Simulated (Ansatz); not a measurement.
# InSe: the cost of one run

Program: Ansatz 0.2.0. Level of theory: DFT LDA, scalar-relativistic, plane waves, PAW. These are calculated values, not measurements.

## Step 1: The system as given

The structure is hexagonal, space group P6_3/mmc (No. 194). The conventional cell has a = 4.050 Å, b = 4.050 Å, c = 16.930 Å, α = 90.00°, β = 90.00°, γ = 120.00°. In (site symmetry 3m) is surrounded by 3 Se at 2.52 Å. Around Se (site symmetry 3m) lie 3 In at 2.52 Å.

Structure file:

```cif
data_structure
_symmetry_space_group_name_H-M 'P6_3/mmc'
_symmetry_Int_Tables_number 194
_cell_length_a 4.0500
_cell_length_b 4.0500
_cell_length_c 16.9300
_cell_angle_alpha 90.000
_cell_angle_beta 90.000
_cell_angle_gamma 120.000
_cell_volume 240.49
loop_
_atom_site_label
_atom_site_type_symbol
_atom_site_symmetry_multiplicity
_atom_site_Wyckoff_symbol
_atom_site_fract_x
_atom_site_fract_y
_atom_site_fract_z
_atom_site_occupancy
In1 In 4 f 0.33333 0.66667 0.15700 1
Se1 Se 4 f 0.33333 0.66667 0.60200 1
```

The structure rests on an entry of the Crystallography Open Database; cell or positions may have been set otherwise for this series.

## Step 2: Relaxing cell and atoms: InSe, no spin

input.yaml reads:

```yaml
crystal:
  lattice:
    - [4.05, 0.0, 0.0]
    - [-2.025, 3.5074028853, 0.0]
    - [0.0, 0.0, 16.93]
  atoms:
    - { symbol: In, position: [0.3333333333, 0.6666666667, 0.157] }
    - { symbol: In, position: [0.6666666667, 0.3333333333, 0.657] }
    - { symbol: In, position: [0.3333333333, 0.6666666667, 0.343] }
    - { symbol: In, position: [0.6666666667, 0.3333333333, 0.843] }
    - { symbol: Se, position: [0.3333333333, 0.6666666667, 0.602] }
    - { symbol: Se, position: [0.6666666667, 0.3333333333, 0.102] }
    - { symbol: Se, position: [0.3333333333, 0.6666666667, 0.898] }
    - { symbol: Se, position: [0.6666666667, 0.3333333333, 0.398] }
scf:
  occupations: { method: fixed }
output:
  forces: true
  stress: true
  eigenvalues: true
  write_density: true
  write_potential: true
  elf: true
  volumetric_format: npy
hamiltonian:
  xc: lda
relax:
  f_tol: 0.001
  max_steps: 60
  cell: { stress_tol: 0.03 }
kpoints:
  mp_grid: { grid: [10, 10, 3] }
```

Run with:

```bash
ansatz run input.yaml --threads 8 --pin off --max-ram 10240MiB --backend cpu --events-out ev --progress --plain --runs-dir out
```

Q: Estimate wall time and peak memory on 8 threads of Arm Neoverse V2, shared host.

About 26 s, with a peak of 1.2 GiB.
